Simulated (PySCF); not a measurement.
# C₄H₇FOS₂: circular dichroism and optical rotation

Aim: compute the circular dichroism and optical rotation of C₄H₇FOS₂ (`CS[C@@]1(F)CC[S@@]1=O`).

Computed with PySCF 2.14.0 and routines of our own; the level stands in each step. Atoms count from 0.

### 1 The system as given

15 atoms, charge 0, multiplicity 1; geometry from: GFN2-xTB.

### 2 Relaxing the molecule at PBE0-D3(BJ)/def2-SVP

What the job is given:

```
{"job": {"xc": "PBE0", "basis": "def2-SVP", "d3": "d3bj", "grid": 1, "kind": "geom"}, "charge": 0, "multiplicity": 1}
C      2.613677    -0.245932    -0.159983
S      1.533119     1.096632     0.405308
C      0.001071     0.151137     0.444883
F      0.069073    -0.850039     1.363619
C     -1.296338     0.940151     0.543183
C     -2.084932     0.117504    -0.468881
S     -0.541757    -0.582836    -1.250325
O     -0.577510    -2.033161    -1.191662
H      3.604075     0.178386    -0.283910
H      2.238958    -0.625300    -1.107715
H      2.630455    -1.031170     0.590328
H     -1.711146     0.955486     1.551149
H     -1.134461     1.963828     0.209056
H     -2.641989    -0.701035    -0.021632
H     -2.706709     0.674339    -1.162297
```

On the command line:

```bash
$ OMP_NUM_THREADS=1 python excited_run.py task.json out
```

The driver reads the jobs from task.json and runs them one after another.

Log:

```text
step   0  E = -1126.88479777  max force = 0.048643
step   1  E = -1126.88870335  max force = 0.005748
step   2  E = -1126.88903432  max force = 0.002170
step   3  E = -1126.88915576  max force = 0.001616
step   4  E = -1126.88920897  max force = 0.001269
step   5  E = -1126.88924725  max force = 0.001210
step   6  E = -1126.88929333  max force = 0.001551
step   7  E = -1126.88932058  max force = 0.001298
step   8  E = -1126.88933242  max force = 0.000632
step   9  E = -1126.88933690  max force = 0.000280
optimisation converged
```

It took 82 s on 1 thread of Arm Neoverse V1, shared host; peak memory 0.71 GiB.

Step by step:

```csv
step,energy from step 0 (eV),largest force component (eV/Å)
0,0.0000,2.5013
1,-0.1063,0.2956
2,-0.1153,0.1116
3,-0.1186,0.0831
4,-0.1200,0.0653
5,-0.1211,0.0622
6,-0.1223,0.0798
7,-0.1231,0.0667
8,-0.1234,0.0325
9,-0.1235,0.0144
```

Close pairs (by a distance rule), those that changed most:

```csv
bond,before (Å),after (Å),change (Å)
S6–O7,1.452,1.492,+0.041
S1–C2,1.801,1.776,-0.025
C0–H8,1.085,1.098,+0.013
C5–H13,1.086,1.099,+0.013
C5–H14,1.085,1.098,+0.013
C0–H9,1.087,1.100,+0.012
C0–H10,1.086,1.098,+0.011
C2–S6,1.925,1.914,-0.011
```

The next job starts from the end point, and lists it.

```csv
at the end point,value
point group (found at 0.08 Å tolerance),C1
"rotational constants (GHz, main isotopes)","2.218, 1.263, 1.034"
dipole moment (D),3.07
```

### 3 Circular dichroism and optical rotation: TDDFT wB97X-D/aug-cc-pVDZ

What the job is given:

```
{"job": {"kind": "ecd", "xc": "wB97X-D", "basis": "aug-cc-pVDZ", "nstates": 12}, "charge": 0, "multiplicity": 1}
C      2.605973    -0.427949     0.073404
S      1.575279     1.001129     0.488966
C     -0.006114     0.205436     0.344130
F     -0.107095    -0.896313     1.136570
C     -1.258168     1.063901     0.446838
C     -2.091453     0.207104    -0.505579
S     -0.559255    -0.365347    -1.397416
O     -0.497957    -1.851866    -1.515963
H      3.627826    -0.054740    -0.073479
H      2.253863    -0.903308    -0.853722
H      2.592859    -1.162851     0.888474
H     -1.637940     1.163006     1.474182
H     -1.066363     2.068312     0.041788
H     -2.495032    -0.692578    -0.019617
H     -2.846948     0.690523    -1.138485
```

Method: TDDFT wB97X-D/aug-cc-pVDZ circular dichroism and optical rotation, one conformer, gas phase.

Log:

```text
coarse grid: 14104 points
cycle   1  E = -1127.6923450324  dE =  1.585e+00  |g| = 1.048e+00  |ddm| = 8.630e+00
cycle   2  E = -1127.0378504531  dE =  6.545e-01  |g| = 2.118e+00  |ddm| = 4.441e+00
cycle   3  E = -1127.9294924215  dE = -8.916e-01  |g| = 1.470e-01  |ddm| = 2.908e+00
cycle   4  E = -1127.9321627709  dE = -2.670e-03  |g| = 1.061e-01  |ddm| = 3.964e-01
cycle   5  E = -1127.9341903501  dE = -2.028e-03  |g| = 1.516e-02  |ddm| = 1.610e-01
cycle   6  E = -1127.9342544634  dE = -6.411e-05  |g| = 5.295e-03  |ddm| = 5.154e-02
cycle   7  E = -1127.9342640058  dE = -9.542e-06  |g| = 1.470e-03  |ddm| = 1.694e-02
final grid: 128744 points
cycle   8  E = -1127.9515478956  dE = -1.349e-04  |g| = 8.460e-03  |ddm| = 3.333e-01
cycle   9  E = -1127.9515473516  dE =  5.440e-07  |g| = 9.660e-03  |ddm| = 4.021e-02
cycle  10  E = -1127.9515629248  dE = -1.557e-05  |g| = 1.192e-03  |ddm| = 1.485e-02
cycle  11  E = -1127.9515631378  dE = -2.130e-07  |g| = 8.012e-04  |ddm| = 3.474e-03
cycle  12  E = -1127.9515632743  dE = -1.364e-07  |g| = 2.018e-04  |ddm| = 1.784e-03
cycle  13  E = -1127.9515632835  dE = -9.274e-09  |g| = 4.727e-05  |ddm| = 4.299e-04
cycle  14  E = -1127.9515632845  dE = -9.381e-10  |g| = 1.500e-05  |ddm| = 2.128e-04
converged SCF energy = -1127.9515632845

Singlet excitations and rotatory strengths (1e-40 esu^2 cm^2)
state   eV       nm     f(len)   f(vel)    R(len)    R(vel)   main configurations
  1   5.1918   238.8  0.03779  0.04124   -12.495   -13.019   H->L+2 0.22, H->L+4 0.20, H-1->L+4 0.11
  2   5.4566   227.2  0.00874  0.00923    31.842    32.184   H-1->L+1 0.18, H->L+1 0.18, H-1->L+2 0.13
  3   5.5992   221.4  0.00273  0.00209   -17.213   -16.928   H->L+9 0.15, H->L+4 0.12, H->L+1 0.11
  4   6.1570   201.4  0.01571  0.01673    15.331    15.178   H->L+9 0.19, H-1->L+4 0.13, H->L+2 0.10
  5   6.2337   198.9  0.00945  0.00724     7.272     7.231   H-1->L+9 0.19
  6   6.3849   194.2  0.05118  0.05021    -3.755    -3.992   H->L 0.52, H->L+2 0.12
  7   6.5406   189.6  0.00029  0.00013     1.620     0.615   H-1->L 0.17, H-1->L+1 0.12, H-1->L+9 0.12
  8   6.6701   185.9  0.03145  0.03042    -4.948    -4.317   H-1->L 0.32, H-1->L+1 0.11, H-1->L+10 0.10
  9   6.9260   179.0  0.01074  0.01066    12.056    11.445   H-2->L+4 0.18, H->L+3 0.16, H-2->L+2 0.11
 10   6.9966   177.2  0.03098  0.03220     2.105     1.934   H-1->L 0.14, H->L+8 0.11, H-1->L+4 0.10
 11   7.0938   174.8  0.02106  0.02083   -21.103   -20.912   H->L+3 0.31, H->L+4 0.11
 12   7.2175   171.8  0.00905  0.00955     8.874     9.123   H-1->L+3 0.18, H->L+2 0.14, H->L+5 0.12

Specific rotation (deg / (dm g/mL))
    nm     length   length(OI)   velocity    alpha(len)  alpha(vel)
  633.0     106.55     108.41      95.40       95.986     95.688
  589.3     125.28     127.48     112.21       96.397     96.101
  546.0     149.45     152.09     133.89       96.914     96.622
  436.0     258.83     263.53     232.15       99.117     98.843
  405.0     313.95     319.74     281.68      100.157     99.892
  365.0     418.42     426.39     375.45      102.033    101.788
  355.0     453.34     462.08     406.75      102.639    102.402
```

It took 2.3 min on 1 thread of Arm Neoverse V1, shared host; peak memory 1.1 GiB.

### 4 Results

| quantity | value |
| --- | --- |
| point group | C1 |
| rotational constants (main isotopes) | 2.22, 1.26, 1.03 GHz |
| state of largest rotatory strength (velocity form) among 12 (step 3, TDDFT wB97X-D/aug-cc-pVDZ) | 5.46 eV, R = +32.2 (velocity), +31.8 (length) ·10⁻⁴⁰ esu² cm² |
| specific rotation at 633.0 nm (step 3, TDDFT wB97X-D/aug-cc-pVDZ) | 95.4 (velocity), 106.5 (length) |

Over 9 steps the energy fell by 0.124 eV; of the close pairs, S6–O7 changed most, 1.452 to 1.492 Å. No frequency check was run at this level, so the end point may be a saddle. Rotations belong to one conformer. The length form depends on the origin in a finite basis.
